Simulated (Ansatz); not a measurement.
**Ag+ with CO: structure and interaction energy**

One table from this session's results is given with a row withheld; the runs are named, their logs left out.

Computed with Ansatz 0.2.0, Gaussian basis. Level: PBE0-D4 structure, single points in def2-TZVPPD.

Levels: PBE-D4, revPBE-D4, BLYP-D4, r2SCAN-D4, B97M-V, PBE0-D4, B3LYP-D4, HSE06-D4, wB97X-V, wB97M-V, B2PLYP, Hartree-Fock, MP2, CCSD, CCSD(T). The reference is CCSD(T) extrapolated to the basis limit. For elements past Ar these valence bases correlate outer-core shells poorly, so that limit is rough.

Correlated methods freeze the cores. Filled d shells of the heavier atoms are correlated. Core potentials replace the inner electrons past krypton, and spin-orbit coupling is left out. B3LYP uses VWN-RPA correlation. B2PLYP carries no dispersion term here.

163 further runs of the same task are left out: 163 set aside as unsound or not needed.

### The starting structure

The pair, from a GFN2-xTB docking trial: 3 atoms, charge 1, spin multiplicity 1.

Atoms are counted from 1 here; the program's logs count them from 0.

Bond lengths: Ag1–C2 2.202 Å, C2–O3 1.107 Å. Angles: Ag1–C2–O3 179.3°.

As a file:

```
Ag   -0.2616    0.0542   -1.8174
C     0.0465   -0.0096    0.3620
O     0.2151   -0.0445    1.4554
```

Atoms 1 to 1 are fragment A (Ag+), the rest fragment B (CO).

The first run:

Contents of pre/in.yaml:

```yaml
crystal:
  periodic: [false, false, false]
  atoms:
    - {symbol: Ag, position_ang: [-0.261600, 0.054200, -1.817400]}
    - {symbol: C, position_ang: [0.046500, -0.009600, 0.362000]}
    - {symbol: O, position_ang: [0.215100, -0.044500, 1.455400]}
basis:
  gaussian: {orbitals: def2-SVP}
total_charge: 1
hamiltonian: {xc: pbe, dispersion: d4}
relax: {f_tol: 0.03, max_steps: 250}
```

Run with:

```bash
ansatz run in.yaml --threads 2 --pin off --events-out ev --progress --plain --max-ram 5222MiB
```

Among the steps run: A first relaxation in a small basis; Relaxation at PBE0-D4; wB97X-V/def2-TZVPPD; wB97M-V/def2-TZVPPD; B2PLYP/def2-TZVPPD; B97M-V/def2-TZVPPD; CCSD(T)/def2-TZVPPD; MP2/def2-QZVPPD; SPW92/def2-SVP; wB97M-V/def2-SVP; CCSD(T)/def2-SVP; Vibrations of the pair.

One of the session's tables, all rows but one given; the rest of the session is left out.

```
      method  interaction (kJ/mol)
      PBE-D4               -141.15
   revPBE-D4               -125.94
     BLYP-D4               -131.38
   r2SCAN-D4               -133.49
      B97M-V               -116.52
     PBE0-D4               -115.81
    B3LYP-D4               -114.23
    HSE06-D4               -115.73
     wB97X-V                     ?
     wB97M-V                -99.61
      B2PLYP               -106.82
Hartree-Fock                -27.51
         MP2               -108.88
        CCSD                -84.19
     CCSD(T)                -93.77
 CCSD(T)/CBS               -105.63
```

**Question.** Estimate the row for wB97X-V.

**Answer.** interaction (kJ/mol): -103.23. In the column «interaction (kJ/mol)» it lies between CCSD(T)/CBS (-105.63) and wB97M-V (-99.61).
